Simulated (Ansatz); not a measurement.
# Cl2H2NSn: the cost of one run

The runs use Ansatz 0.2.0, Gaussian basis; the settings change from run to run.

## (1) The geometry

An earlier PBE0-D4 in a triple-zeta def2 set relaxation fixed the geometry. Sn takes a core potential in def2 sets; no spin-orbit term is included.

SMILES `[NH2][Sn]([Cl])[Cl]`, 6 atoms, charge 0, spin multiplicity 2.

Atoms are counted from 1 here; the program's logs count them from 0.

Bond lengths: N1–Sn2 2.040 Å, N1–H5 1.015 Å, N1–H6 1.015 Å, Sn2–Cl3 2.345 Å, Sn2–Cl4 2.345 Å. Angles: Sn2–N1–H5 113.5°, Sn2–N1–H6 113.5°, H5–N1–H6 108.4°, N1–Sn2–Cl3 103.7°, N1–Sn2–Cl4 103.7°, Cl3–Sn2–Cl4 108.1°.

## (2) wB97X/def2-mTZVPP

Set apart from the defaults: density fitting with def2-universal-jkfit, a grid of angular degree 47.

Contents of in.yaml:

```yaml
crystal:
  periodic: [false, false, false]
  atoms:
    - {symbol: N, position_ang: [-0.050663, 1.066295, -0.246225]}
    - {symbol: Sn, position_ang: [-0.186245, -0.774872, 0.621253]}
    - {symbol: Cl, position_ang: [2.039859, -1.506694, 0.720638]}
    - {symbol: Cl, position_ang: [-1.306696, -2.063458, -0.986582]}
    - {symbol: H, position_ang: [0.498035, 1.728560, 0.292555]}
    - {symbol: H, position_ang: [-0.952292, 1.486269, -0.447840]}
basis:
  gaussian: {orbitals: def2-mTZVPP, fitting: {mean_field: def2-universal-jkfit}, final_grid: {core_spheres: 20, valence_spheres: 16, degree: 47}}
magnetization: {spin_polarized: true, initial_magnetization: 1}
hamiltonian: {xc: {name: wB97X}}
output: {forces: true}
```

On the command line:

```
$ ansatz run in.yaml --threads 4 --pin off --events-out ev --progress --plain --max-ram 10444MiB
```

What time and memory should one allow on 4 threads of Arm Neoverse V1, shared host?

About 5.5 s, with a peak of 0.48 GiB.
